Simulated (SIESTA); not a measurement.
## ErSi2 under changes of volume

One of the cells (18.835 Å³/atom); the others are scaled copies at fixed shape and fractional positions:

```
Er Si
1.0
     4.09703    0.00000    0.00000
    -2.04851    3.54813    0.00000
     0.00000    0.00000    3.88710
Er Si
1 2
Direct
  0.00000 0.00000 0.00000
  0.33333 0.66667 0.50000
  0.66667 0.33333 0.50000
```

The cell comes from a database or a generator and needn't be the stable form of this composition.

* Program: SIESTA 5.4.2
* Functional: PBEsol
* Potentials or basis: PseudoDojo 0.4 standard with PseudoDojo 3+ lanthanides (4f in the core) (PBE and PBEsol files)
* Basis: DZP (energy shift 0.003 Ry; two zetas on semicore shells)
* Grid cutoff: 800 Ry
* Energy shift: 0.003 Ry
* k mesh: 8 × 8 × 7
* Occupations: fermi-dirac, width 0.05 eV
* Spin: collinear spin, ferromagnetic start
* Starting moments: [3.0, 0.0, 0.0] μB

```csv
volume (Å³/atom),energy over the lowest point (meV/atom),pressure (GPa)
17.358,8.87,4.4
17.727,?,?
18.097,0.00,-0.1
18.835,8.81,-3.5
19.205,18.73,-4.9
19.574,31.74,-6.2
```

Problem. What does the run at 17.727 Å³/atom give?

Solution. Energy over the lowest point 1.84 meV/atom; pressure 2.0 GPa.

Worked out: A Birch-Murnaghan fit of order 3 (a polynomial in V^(-2/3)) to the other rows has its minimum at 18.07 Å³/atom with B0 = V·E''(V) = 94 GPa and B' = 4.6 at fixed shape and positions, which overstates the stiffness. It gives 1.97 meV/atom at 17.727 Å³/atom, against the run's 1.84, and -dE/dV = 1.9 GPa, against 2.0.

Energies are extrapolated to zero smearing.

Caveats: the magnetic or orbital state may not be the lowest; the potentials were made for another functional, which shifts forces and pressure; short orbitals over semicore shells can move pressures by several GPa; the basis of atomic orbitals isn't converged, which shifts pressures, moduli and gaps.
